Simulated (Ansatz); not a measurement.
# HfB3: the cost of one run

Program: Ansatz 0.2.0. Level of theory: DFT PBE, scalar-relativistic, plane waves, PAW. These are calculated values, not measurements.

### 1 Starting point

It takes space group Pmmm (No. 47, orthorhombic). The conventional cell has a = 2.556 Å, b = 3.573 Å, c = 5.008 Å, α = 90.00°, β = 90.00°, γ = 90.00°. Hf (site symmetry mmm) is surrounded by 10 B at 2.50 to 2.52 Å and 2 Hf at 2.56 Å. Around B (site symmetry mmm) lie 2 Hf at 2.50 Å and 10 B at 2.54 to 2.56 Å. B (site symmetry mm2) has 8 B at 2.46 to 2.56 Å and 4 Hf at 2.52 Å as nearest neighbours.

Structure file:

```cif
data_structure
_symmetry_space_group_name_H-M 'P 1'
_symmetry_Int_Tables_number 1
_cell_length_a 2.5556
_cell_length_b 3.5729
_cell_length_c 5.0082
_cell_angle_alpha 90.000
_cell_angle_beta 90.000
_cell_angle_gamma 90.000
_cell_volume 45.73
loop_
_atom_site_label
_atom_site_type_symbol
_atom_site_fract_x
_atom_site_fract_y
_atom_site_fract_z
_atom_site_occupancy
Hf1 Hf 0.00000 0.00000 0.00000 1
B1 B 0.00000 0.00000 0.50000 1
B2 B 0.50000 0.50000 0.75392 1
B3 B 0.50000 0.50000 0.24608 1
```

The cell is invented: species swapped into a database cell of Mn3Fe (Pmmm, No. 47), with B on the Mn sites and Hf on the Fe sites. Lengths come from tabulated atomic sizes and are only a guess.

### 2 Probe: one point on a coarse mesh

input.yaml

```yaml
crystal:
  lattice:
    - [2.55560636, 0.0, 0.0]
    - [0.0, 3.57294022, 0.0]
    - [0.0, 0.0, 5.00818665]
  atoms:
    - { symbol: Hf, position: [0.0, 0.0, 0.0] }
    - { symbol: B, position: [0.0, 0.0, 0.5] }
    - { symbol: B, position: [0.5, 0.5, 0.75392455] }
    - { symbol: B, position: [0.5, 0.5, 0.24607545] }
basis:
  ecutwfc: 420
kpoints:
  mp_grid: { grid: [6, 6, 4] }
hamiltonian:
  xc: pbe
scf:
  occupations: { method: gaussian, width: 0.1 }
  lower_state_search: "off"
output:
  forces: true
  stress: true
  eigenvalues: true
```

The run is started by

```bash
$ ansatz run input.yaml --threads 1 --pin off --max-ram 2560MiB --backend cpu --events-out ev --progress --plain --runs-dir out
```

Q: Estimate wall time and peak memory on 1 thread of Intel Xeon at 2.70GHz, shared host.

About 2.7 s, with a peak of 0.36 GiB.
